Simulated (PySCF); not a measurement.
# Mo: dipole response in aug-cc-pVDZ-PP with ECP28

Aim: the static polarisability and the C₆ coefficient of Mo, method by method.

Method: unrestricted determinants in a Gaussian basis, no spin-orbit coupling in the energies. Code: PySCF 2.14.0.

## Step 1: The atom as given

| Item | Value |
| --- | --- |
| Element | molybdenum (Z = 42) |
| Basis | aug-cc-pVDZ-PP with ECP28MDF (5s5p4d2f, 54 functions) |
| Hamiltonian | a scalar-relativistic core potential |
| State 1 | Mo: [Kr] 4d5 5s1, high-spin 7S determinant |
| Methods | UHF, PBE, PBE0, PBEsol, B3LYP |

The outer shells:

Mo [Kr] 4d5 5s1
```
[Kr] core
4d [↑ ][↑ ][↑ ][↑ ][↑ ]
5s [↑ ]
```

The runs were made by one driver on top of PySCF. The scripts below sum up each run's settings (the driver also hands on starting orbitals that pick excited configurations, and frozen orbitals as a list rather than a count), and the logs come from the driver's own runs. The driver starts from symmetry-adapted Hartree-Fock orbitals, holds the occupation by maximum overlap and uses a logarithmic radial grid for functionals, so a plain start would take other cycles.

The integrals over 54 functions and the set-up took 0.19 s of CPU time.

## Step 2: Mo: the ladder of methods

**UHF**

Contents of input.py:

```python
from pyscf import gto, scf, dft, mp, cc
import basis_set_exchange as bse
txt = bse.get_basis("aug-cc-pVDZ-PP", elements=["Mo"], fmt="nwchem", header=False)
cut = txt.index("\nECP")
mol = gto.M(atom="Mo 0 0 0", charge=0, spin=6, symmetry="D2h",
            basis=gto.basis.parse(txt[:cut]),
            ecp={"Mo": gto.basis.parse_ecp(txt[cut:])})
mf = scf.UHF(mol)
mf.irrep_nelec = {'Ag': (4, 1), 'B1g': (1, 0), 'B2g': (1, 0), 'B3g': (1, 0), 'B1u': (1, 1), 'B2u': (1, 1), 'B3u': (1, 1)}
mf.kernel()
```

The log of the run:

```text
damping factor = 0
level_shift factor = 0
DIIS = <class 'pyscf.scf.diis.CDIIS'>
diis_start_cycle = 1
diis_space = 10
diis_damp = 0
SCF conv_tol = 1e-09
SCF conv_tol_grad = None
number electrons alpha = 10  beta = 4
cycle= 1 E= -67.3441951239871  delta_E= -1.16e-10  |g|= 3.05e-06  |ddm|= 4.02e-05
converged SCF energy = -67.3441951239871  <S^2> = 12.002639  2S+1 = 7.000754
```

It used 0.93 s of CPU time after the integrals (shared host).

Orbital energies by shell (radii are means over both spins):

```
shell  electrons  mean orbital energy (eV)  spread (eV)  rms radius (bohr)
 4s α          1                   -82.079            0               1.20
 4s β          1                   -75.556            0               1.20
 4p α          3                   -51.934            0               1.34
 4p β          3                   -43.422            0               1.34
 4d α          5                    -9.358            0               2.12
 5s α          1                    -6.483            0               3.95
```

⟨S²⟩ = 12.003, ⟨L²⟩ = 0.00.

The driver then solved the coupled dipole response at imaginary frequencies: mean α = 106.9 bohr³, C₆ = 1164 au for a like pair.

Energies and moments cover only the electrons outside the core potential.

**PBE**

input.py, as changed from the run before:

```diff
@@ -7,3 +7,3 @@
             ecp={"Mo": gto.basis.parse_ecp(txt[cut:])})
-mf = scf.UHF(mol)
+mf = dft.UKS(mol, xc="PBE")
 mf.irrep_nelec = {'Ag': (4, 1), 'B1g': (1, 0), 'B2g': (1, 0), 'B3g': (1, 0), 'B1u': (1, 1), 'B2u': (1, 1), 'B3u': (1, 1)}
```

The log of the run:

```text
damping factor = 0
level_shift factor = 0
DIIS = <class 'pyscf.scf.diis.CDIIS'>
diis_start_cycle = 1
diis_space = 10
diis_damp = 0
SCF conv_tol = 1e-09
SCF conv_tol_grad = None
number electrons alpha = 10  beta = 4
XC functionals = PBE
    J. P. Perdew, K. Burke, and M. Ernzerhof.,  Phys. Rev. Lett. 77, 3865 (1996)
    J. P. Perdew, K. Burke, and M. Ernzerhof.,  Phys. Rev. Lett. 78, 1396 (1997)
    J. P. Perdew, K. Burke, and M. Ernzerhof.,  Phys. Rev. Lett. 77, 3865 (1996)
    J. P. Perdew, K. Burke, and M. Ernzerhof.,  Phys. Rev. Lett. 78, 1396 (1997)
cycle= 1 E= -67.892804248889  delta_E= -0.00575  |g|= 0.0452  |ddm|= 0.372
cycle= 2 E= -67.8917125083294  delta_E= 0.00109  |g|= 0.0654  |ddm|= 0.235
cycle= 3 E= -67.8940244962081  delta_E= -0.00231  |g|= 0.00179  |ddm|= 0.146
cycle= 4 E= -67.8940268430828  delta_E= -2.35e-06  |g|= 9.43e-05  |ddm|= 0.00263
cycle= 5 E= -67.8940268482003  delta_E= -5.12e-09  |g|= 8.62e-08  |ddm|= 0.000198
cycle= 6 E= -67.8940268482003  delta_E= -5.68e-14  |g|= 2.46e-09  |ddm|= 3.49e-07
converged SCF energy = -67.8940268482003  <S^2> = 12.000313  2S+1 = 7.0000894
```

CPU time 2.5 s on a shared host, the integrals not counted.

The driver then solved the coupled dipole response at imaginary frequencies: mean α = 71.73 bohr³, C₆ = 722.9 au for a like pair.

**PBE0**

input.py, as changed from the run before:

```diff
@@ -7,3 +7,3 @@
             ecp={"Mo": gto.basis.parse_ecp(txt[cut:])})
-mf = dft.UKS(mol, xc="PBE")
+mf = dft.UKS(mol, xc="PBE0")
 mf.irrep_nelec = {'Ag': (4, 1), 'B1g': (1, 0), 'B2g': (1, 0), 'B3g': (1, 0), 'B1u': (1, 1), 'B2u': (1, 1), 'B3u': (1, 1)}
```

The log of the run:

```text
damping factor = 0
level_shift factor = 0
DIIS = <class 'pyscf.scf.diis.CDIIS'>
diis_start_cycle = 1
diis_space = 10
diis_damp = 0
SCF conv_tol = 1e-09
SCF conv_tol_grad = None
number electrons alpha = 10  beta = 4
XC functionals = PBE0
    C. Adamo and V. Barone.,  J. Chem. Phys. 110, 6158 (1999)
    M. Ernzerhof and G. E. Scuseria.,  J. Chem. Phys. 110, 5029 (1999)
cycle= 1 E= -67.8767396928085  delta_E= -0.00335  |g|= 0.015  |ddm|= 0.242
cycle= 2 E= -67.8768011216059  delta_E= -6.14e-05  |g|= 0.0124  |ddm|= 0.0869
cycle= 3 E= -67.8768784910492  delta_E= -7.74e-05  |g|= 0.00141  |ddm|= 0.035
cycle= 4 E= -67.8768797300926  delta_E= -1.24e-06  |g|= 3.59e-05  |ddm|= 0.00562
cycle= 5 E= -67.8768797318492  delta_E= -1.76e-09  |g|= 1.29e-06  |ddm|= 0.000231
cycle= 6 E= -67.8768797318507  delta_E= -1.52e-12  |g|= 2.16e-07  |ddm|= 6.33e-06
converged SCF energy = -67.8768797318507  <S^2> = 12.000623  2S+1 = 7.0001779
```

CPU time 3.1 s on a shared host, the integrals not counted.

The driver then solved the coupled dipole response at imaginary frequencies: mean α = 76.62 bohr³, C₆ = 782.2 au for a like pair.

**PBEsol**

input.py, as changed from the run before:

```diff
@@ -7,3 +7,3 @@
             ecp={"Mo": gto.basis.parse_ecp(txt[cut:])})
-mf = dft.UKS(mol, xc="PBE0")
+mf = dft.UKS(mol, xc="PBEsol")
 mf.irrep_nelec = {'Ag': (4, 1), 'B1g': (1, 0), 'B2g': (1, 0), 'B3g': (1, 0), 'B1u': (1, 1), 'B2u': (1, 1), 'B3u': (1, 1)}
```

The log of the run:

```text
damping factor = 0
level_shift factor = 0
DIIS = <class 'pyscf.scf.diis.CDIIS'>
diis_start_cycle = 1
diis_space = 10
diis_damp = 0
SCF conv_tol = 1e-09
SCF conv_tol_grad = None
number electrons alpha = 10  beta = 4
XC functionals = PBEsol
    J. P. Perdew, A. Ruzsinszky, G. I. Csonka, O. A. Vydrov, G. E. Scuseria, L. A. Constantin, X. Zhou, and K. Burke.,  Phys. Rev. Lett. 100, 136406 (2008)
    J. P. Perdew, A. Ruzsinszky, G. I. Csonka, O. A. Vydrov, G. E. Scuseria, L. A. Constantin, X. Zhou, and K. Burke.,  Phys. Rev. Lett. 100, 136406 (2008)
cycle= 1 E= -67.7765002516952  delta_E= -0.00537  |g|= 0.0668  |ddm|= 0.312
cycle= 2 E= -67.7743885086009  delta_E= 0.00211  |g|= 0.093  |ddm|= 0.354
cycle= 3 E= -67.7789877418606  delta_E= -0.0046  |g|= 0.00164  |ddm|= 0.211
cycle= 4 E= -67.7789897486912  delta_E= -2.01e-06  |g|= 0.000189  |ddm|= 0.0024
cycle= 5 E= -67.7789897701843  delta_E= -2.15e-08  |g|= 2.26e-06  |ddm|= 0.000383
cycle= 6 E= -67.7789897701077  delta_E= 7.66e-11  |g|= 1.76e-05  |ddm|= 1.91e-05
converged SCF energy = -67.7789897701077  <S^2> = 12.000329  2S+1 = 7.000094
```

CPU time 2.7 s on a shared host, the integrals not counted.

The driver then solved the coupled dipole response at imaginary frequencies: mean α = 70.20 bohr³, C₆ = 708.1 au for a like pair.

**B3LYP**

input.py, as changed from the run before:

```diff
@@ -7,3 +7,3 @@
             ecp={"Mo": gto.basis.parse_ecp(txt[cut:])})
-mf = dft.UKS(mol, xc="PBEsol")
+mf = dft.UKS(mol, xc="B3LYP")
 mf.irrep_nelec = {'Ag': (4, 1), 'B1g': (1, 0), 'B2g': (1, 0), 'B3g': (1, 0), 'B1u': (1, 1), 'B2u': (1, 1), 'B3u': (1, 1)}
```

The log of the run:

```text
damping factor = 0
level_shift factor = 0
DIIS = <class 'pyscf.scf.diis.CDIIS'>
diis_start_cycle = 1
diis_space = 10
diis_damp = 0
SCF conv_tol = 1e-09
SCF conv_tol_grad = None
number electrons alpha = 10  beta = 4
XC functionals = B3LYP
    P. J. Stephens, F. J. Devlin, C. F. Chabalowski, and M. J. Frisch.,  J. Phys. Chem. 98, 11623 (1994)
cycle= 1 E= -67.8937896287694  delta_E= -0.00474  |g|= 0.0213  |ddm|= 0.379
cycle= 2 E= -67.8938031613166  delta_E= -1.35e-05  |g|= 0.0218  |ddm|= 0.113
cycle= 3 E= -67.8940424699402  delta_E= -0.000239  |g|= 0.000938  |ddm|= 0.0561
cycle= 4 E= -67.8940430457421  delta_E= -5.76e-07  |g|= 9.08e-05  |ddm|= 0.00402
cycle= 5 E= -67.8940430504479  delta_E= -4.71e-09  |g|= 4.03e-06  |ddm|= 0.000238
cycle= 6 E= -67.8940430504642  delta_E= -1.63e-11  |g|= 1.29e-07  |ddm|= 1.25e-05
converged SCF energy = -67.8940430504642  <S^2> = 12.000117  2S+1 = 7.0000335
```

CPU time 3.3 s on a shared host, the integrals not counted.

The driver then solved the coupled dipole response at imaginary frequencies: mean α = 74.53 bohr³, C₆ = 749.7 au for a like pair.

Radial density 4πr²ρ of Mo at UHF, the electrons outside the core potential:

```
r (bohr)   density  spin density
  0.0438  2.59e-05         0.000
  0.0737  7.65e-05         0.000
   0.124  0.000382         0.000
   0.208   0.00442         0.001
   0.351     0.103         0.024
   0.590      2.42         0.368
   0.992      10.7         2.054
    1.67      5.90         2.737
    2.81      1.34         1.239
    4.72     0.245         0.245
    7.94    0.0119         0.012
```

## Step 3: The response side by side

Mo, in atomic units:

```
method  mean α  C₆ (like pair)  S(−4)
   UHF   106.9            1164   8038
   PBE   71.73           722.9   3032
  PBE0   76.62           782.2   3518
PBEsol   70.20           708.1   2827
 B3LYP   74.53           749.7   3366
```

Reference α: 87 ± 6 bohr³ (recommended; Schwerdtfeger and Nagle, table of static dipole polarizabilities (2023 update)). Published C₆: 1030 (Gould and Bucko (2016)).

α(iu) at B3LYP:

```
u (hartree)  α(iu) (bohr³)
          0          74.53
     0.0500          67.12
      0.100          52.63
      0.200          31.25
      0.300          21.10
      0.500          12.62
      0.750          8.166
       1.00          5.811
       1.50          3.408
       2.00          2.241
       3.00          1.170
       5.00         0.4736
```

## Step 4: Results

| quantity | value |
| --- | --- |
| α of Mo | 70.20 (PBEsol) to 106.9 (UHF) bohr³; reference 87.00 |

For Mo PBE0 is nearest the reference (-12 %). All values hold for this basis alone; no basis-set limit was taken.
